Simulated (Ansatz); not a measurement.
# C₂H₇BOSe: one species, many methods

One table from this session's results is given with a row withheld; the runs are named, their logs left out.

Computed with Ansatz 0.2.0, Gaussian basis. Level: functionals in def2-TZVPP, the program's frozen cores in correlated methods.

Levels to be run: PBE-D4, r2SCAN-D4, PBE0-D4, B3LYP-D4, ωB97X-V, ωB97M-V, B2PLYP; CCSD(T)/def2-TZVPP; MP2/def2-QZVPP; extrapolation to the limit.

## The relaxed structure

An earlier PBE0-D4 in a triple-zeta def2 set relaxation fixed the geometry.

SMILES `COB(C)[SeH]`, 12 atoms, charge 0, spin multiplicity 1.

Atoms are counted from 1 here; the program's logs count them from 0.

Bond lengths: C1–O2 1.412 Å, C1–H6 1.094 Å, C1–H7 1.094 Å, C1–H8 1.089 Å, O2–B3 1.349 Å, B3–C4 1.564 Å, B3–Se5 1.977 Å, C4–H9 1.092 Å, C4–H10 1.094 Å, C4–H11 1.094 Å, Se5–H12 1.466 Å. Angles: O2–C1–H6 110.9°, O2–C1–H7 110.9°, O2–C1–H8 107.8°, H6–C1–H7 109.0°, H6–C1–H8 109.1°, H7–C1–H8 109.1°, C1–O2–B3 123.2°, O2–B3–C4 119.5°, O2–B3–Se5 118.7°, C4–B3–Se5 121.9°, B3–C4–H9 111.2°, B3–C4–H10 111.1°, B3–C4–H11 111.1°, H9–C4–H10 108.4°, H9–C4–H11 108.4°, H10–C4–H11 106.5°, B3–Se5–H12 94.0°.

Coordinates:

```mol
C2H7BOSe
  3D, bonds by distance, orders not assigned

 12 11  0  0  0  0  0  0  0  0999 V2000
   -1.3778    1.1882    1.0116 C   0  0
   -0.7093   -0.0363    0.7922 O   0  0
    0.2322   -0.2030   -0.1599 B   0  0
    0.9179   -1.5991   -0.3276 C   0  0
    0.7041    1.3358   -1.3071 Se  0  0
   -1.9315    1.4954    0.1194 H   0  0
   -0.6688    1.9767    1.2809 H   0  0
   -2.0782    1.0428    1.8333 H   0  0
    0.5286   -2.3201    0.3942 H   0  0
    2.0007   -1.5243   -0.1915 H   0  0
    0.7584   -1.9971   -1.3339 H   0  0
    1.7006    0.5858   -2.0775 H   0  0
  1  2  8  0
  2  3  8  0
  3  4  8  0
  3  5  8  0
  1  6  8  0
  1  7  8  0
  1  8  8  0
  4  9  8  0
  4 10  8  0
  4 11  8  0
  5 12  8  0
M  END
```

The first run:

The input, in.yaml:

```yaml
crystal:
  periodic: [false, false, false]
  atoms:
    - {symbol: C, position_ang: [-1.377767, 1.188196, 1.011574]}
    - {symbol: O, position_ang: [-0.709307, -0.036279, 0.792202]}
    - {symbol: B, position_ang: [0.232201, -0.202964, -0.159912]}
    - {symbol: C, position_ang: [0.917927, -1.599062, -0.327559]}
    - {symbol: Se, position_ang: [0.704148, 1.335823, -1.307082]}
    - {symbol: H, position_ang: [-1.931503, 1.495421, 0.119387]}
    - {symbol: H, position_ang: [-0.668774, 1.976745, 1.280919]}
    - {symbol: H, position_ang: [-2.078186, 1.042820, 1.833271]}
    - {symbol: H, position_ang: [0.528567, -2.320090, 0.394161]}
    - {symbol: H, position_ang: [2.000748, -1.524281, -0.191532]}
    - {symbol: H, position_ang: [0.758379, -1.997083, -1.333919]}
    - {symbol: H, position_ang: [1.700566, 0.585753, -2.077509]}
basis:
  gaussian: {orbitals: def2-TZVPP}
hamiltonian: {xc: pbe, dispersion: d4}
output: {forces: true, orbitals: {seedname: orbitals}}
```

Started as:

```bash
> ansatz run in.yaml --threads 4 --pin off --events-out ev --progress --plain --max-ram 10444MiB
```

Steps of the session up to this table: PBE-D4 (GGA); r2SCAN-D4 (meta-GGA); PBE0-D4 (hybrid); B3LYP-D4 (hybrid); ωB97X-V (range-separated); ωB97M-V (range-separated); B2PLYP (double hybrid); CCSD(T) in def2-TZVPP; MP2 in def2-QZVPP.

One of the session's tables, all rows but one given; the rest of the session is left out.

| method | atomisation energy (kJ/mol) |
| --- | --- |
| PBE-D4 | 4660.9 |
| r2SCAN-D4 | 4597.2 |
| PBE0-D4 | 4588.0 |
| B3LYP-D4 | 4573.0 |
| ωB97X-V | 4574.7 |
| ωB97M-V | 4577.2 |
| B2PLYP | 4526.0 |
| HF/def2-TZVPP | 3394.0 |
| MP2/def2-TZVPP | 4532.2 |
| CCSD/def2-TZVPP | 4399.9 |
| CCSD(T)/def2-TZVPP | 4463.8 |
| MP2/CBS | 4638.6 |
| CCSD(T)/CBS | ? |

Estimate the missing values for CCSD(T)/CBS.

The run gave: atomisation energy (kJ/mol): 4570.2. In the column «atomisation energy (kJ/mol)» it lies between MP2/def2-TZVPP (4532.2) and B3LYP-D4 (4573.0).

Caveats from the session: Free atoms (2 C, 1 O, 1 B, 1 Se, 7 H) were run apart at each level; the atomisation energy is their sum less the molecule, without zero-point or spin-orbit terms.
